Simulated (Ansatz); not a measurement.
# CH4 on TlIn3(100): molecular dynamics

Purpose: to shoot the molecule at the surface and see whether it bounces, sticks or breaks. Runs: 500 steps of 0.5 fs at constant energy. The slab cell is 2×1, and the molecule starts well above it. It comes in with 1.5 eV at 0° from the normal, on a surface at rest.

Program: Ansatz 0.2.0. Level of theory: DFT PBE, plane waves, PAW, scalar-relativistic, no spin polarisation. These are calculated values, not measurements.

## (1) The system as given

The cell holds 21 atoms (CH4In12Tl4): a = 6.432 Å, b = 10.586 Å, c = 19.824 Å, α = 90.00°, β = 90.00°, γ = 90.00°.

Its coordinates follow in the input file.

## (2) Dynamics

500 steps of 0.5 fs at constant energy.

Input file input.yaml:

```yaml
accuracy: low
crystal:
  lattice:
    - [6.432159, 0.0, 0.0]
    - [0.0, 10.586024, 0.0]
    - [0.0, 0.0, 19.82412]
  atoms:
    - { symbol: Tl, position: [0.0, 0.0, 0.0504436] }
    - { symbol: In, position: [0.25, 0.7342755, 0.1315589] }
    - { symbol: In, position: [0.0, 0.5, 0.0504436] }
    - { symbol: In, position: [0.25, 0.2657245, 0.1315589] }
    - { symbol: Tl, position: [0.0, 0.0, 0.2126742] }
    - { symbol: In, position: [0.25, 0.7342755, 0.2937896] }
    - { symbol: In, position: [0.0, 0.5, 0.2126742] }
    - { symbol: In, position: [0.25, 0.2657245, 0.2937896] }
    - { symbol: Tl, position: [0.5, 0.0, 0.0504436] }
    - { symbol: In, position: [0.75, 0.7342755, 0.1315589] }
    - { symbol: In, position: [0.5, 0.5, 0.0504436] }
    - { symbol: In, position: [0.75, 0.2657245, 0.1315589] }
    - { symbol: Tl, position: [0.5, 0.0, 0.2126742] }
    - { symbol: In, position: [0.75, 0.7342755, 0.2937896] }
    - { symbol: In, position: [0.5, 0.5, 0.2126742] }
    - { symbol: In, position: [0.75, 0.2657245, 0.2937896] }
    - { symbol: C, position: [0.7398948, 0.7409039, 0.5777824] }
    - { symbol: H, position: [0.7291355, 0.6438257, 0.5596227] }
    - { symbol: H, position: [0.8833811, 0.7842655, 0.5596227] }
    - { symbol: H, position: [0.6072721, 0.7955631, 0.5596227] }
    - { symbol: H, position: [0.7398948, 0.7409039, 0.6327659] }
basis:
  ecutwfc: 420.0
kpoints:
  mp_grid: { grid: [2, 1, 1] }
hamiltonian:
  xc: pbe
scf:
  occupations: { method: fermi_dirac, width: 0.15 }
  lower_state_search: "off"
md:
  timestep: 0.5
  n_steps: 500
  ensemble: nve
  initial_velocities: zero
  seed: 690347
  initial_site_velocities:
    - { site: 16, velocity: [0.0, 0.0, -0.042476] }
    - { site: 17, velocity: [0.0, 0.0, -0.042476] }
    - { site: 18, velocity: [0.0, 0.0, -0.042476] }
    - { site: 19, velocity: [0.0, 0.0, -0.042476] }
    - { site: 20, velocity: [0.0, 0.0, -0.042476] }
  constraints: [{ sites: [0, 2, 8, 10] }]
```

Run with:

```sh
> ansatz run input.yaml --threads 2 --pin off --max-ram 5120MiB --backend cpu --events-out ev --progress --plain --runs-dir out
```

**Question.** What will these runs give? Wanted: lowest height of the centre of mass; shortest distance to a slab atom; temperature, first and last step; temperature, second half; potential energy, second half; largest change of the total energy; mean square displacement, second half.

The runs gave:

| quantity | value |
| --- | --- |
| lowest height of the centre of mass | 2.34 Å over the top layer's first level, at 89.5 fs |
| shortest distance to a slab atom | 2.24 Å |
| length | 500 steps of 0.5 fs |
| temperature, first and last step | 683 and 668 K |
| temperature, second half | mean 673 K, from 657 to 707 K |
| potential energy, second half | +1 meV/atom from the start |
| largest change of the total energy | 0.01 meV/atom |
| mean square displacement, second half | H 1.9, C 1.9, In 0.067, Tl 0.018 Å² |

What this shows: The molecule's centre of mass comes down from 5.63 Å to 2.34 Å and is back at 7.95 Å, still moving away, when the run ends: it was reflected. Its shortest distance to a slab atom is 2.24 Å. The total energy strays from its start by at most 0.01 meV/atom, under 0.1 % of the mean kinetic energy, which is good for a step of 0.5 fs. The atom that moves most swings out by 3.31 Å (the median distance to the nearest neighbour, bonds to H left out, is 3.22 Å), and none ends a neighbour distance from its start. The printed temperature only measures the kinetic energy here. 250 fs on 21 atoms is far too short and small for converged averages. The nuclei move classically, without zero-point motion, which matters most for hydrogen. Accuracy level and mesh were kept low to afford the steps.
